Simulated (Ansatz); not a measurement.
# YAl3N4: the cost of one run

Method: DFT PBE, scalar-relativistic, plane waves, PAW, in Ansatz 0.2.0.

## 1. The system as given

Symmetry: P4/mmm, No. 123, tetragonal system. The conventional cell has a = 3.406 Å, b = 3.406 Å, c = 9.633 Å, α = 90.00°, β = 90.00°, γ = 90.00°. Around Y (site symmetry 4/mmm) lie 6 N at 2.41 Å. Around Al (site symmetry 4mm) lie 6 N at 2.41 Å. Al (site symmetry 4/mmm) has 6 N at 2.41 Å as nearest neighbours. Around N (site symmetry 4/mmm) lie 4 Y at 2.41 Å and 2 Al at 2.41 Å. Around N (site symmetry 4mm) lie 5 Al at 2.41 Å and 1 Y at 2.41 Å. N (site symmetry 4/mmm) has 6 Al at 2.41 Å as nearest neighbours.

Structure file:

```
Y Al N
1.0
     3.40591    0.00000    0.00000
     0.00000    3.40591    0.00000
     0.00000    0.00000    9.63336
Y Al N
1 3 4
Cartesian
  1.7030 1.7030 0.0000
  0.0000 0.0000 7.2250
  0.0000 0.0000 2.4083
  1.7030 1.7030 4.8167
  0.0000 0.0000 0.0000
  1.7030 1.7030 2.4083
  0.0000 0.0000 4.8167
  1.7030 1.7030 7.2250
```

The start is an ordering of an alloy on its end members' structure types: elements ordered on the sites of the YN type, Al/Y on Y (P4/mmm, No. 123).

## 2. A first look at the guess

Input file input.yaml:

```yaml
crystal:
  lattice:
    - [3.40590723, 0.0, 0.0]
    - [0.0, 3.40590723, 0.0]
    - [0.0, 0.0, 9.6333604]
  atoms:
    - { symbol: "Y", position: [0.5, 0.5, 0.0] }
    - { symbol: Al, position: [0.0, 0.0, 0.75] }
    - { symbol: Al, position: [0.0, 0.0, 0.25] }
    - { symbol: Al, position: [0.5, 0.5, 0.5] }
    - { symbol: "N", position: [0.0, 0.0, 0.0] }
    - { symbol: "N", position: [0.5, 0.5, 0.25] }
    - { symbol: "N", position: [0.0, 0.0, 0.5] }
    - { symbol: "N", position: [0.5, 0.5, 0.75] }
basis:
  ecutwfc: 420
kpoints:
  mp_grid: { grid: [6, 6, 2] }
hamiltonian:
  xc: pbe
scf:
  occupations: { method: gaussian, width: 0.1 }
  lower_state_search: "off"
output:
  forces: true
  stress: true
  eigenvalues: true
```

Started as:

```console
ansatz run input.yaml --threads 1 --pin off --max-ram 2560MiB --backend cpu --events-out ev --progress --plain --runs-dir out
```

Q: Estimate wall time and peak memory on 1 thread of Intel Xeon Platinum 8259CL at 2.50GHz (Skylake/Cascade Lake), shared host.

About 3.5 s, with a peak of 0.43 GiB.
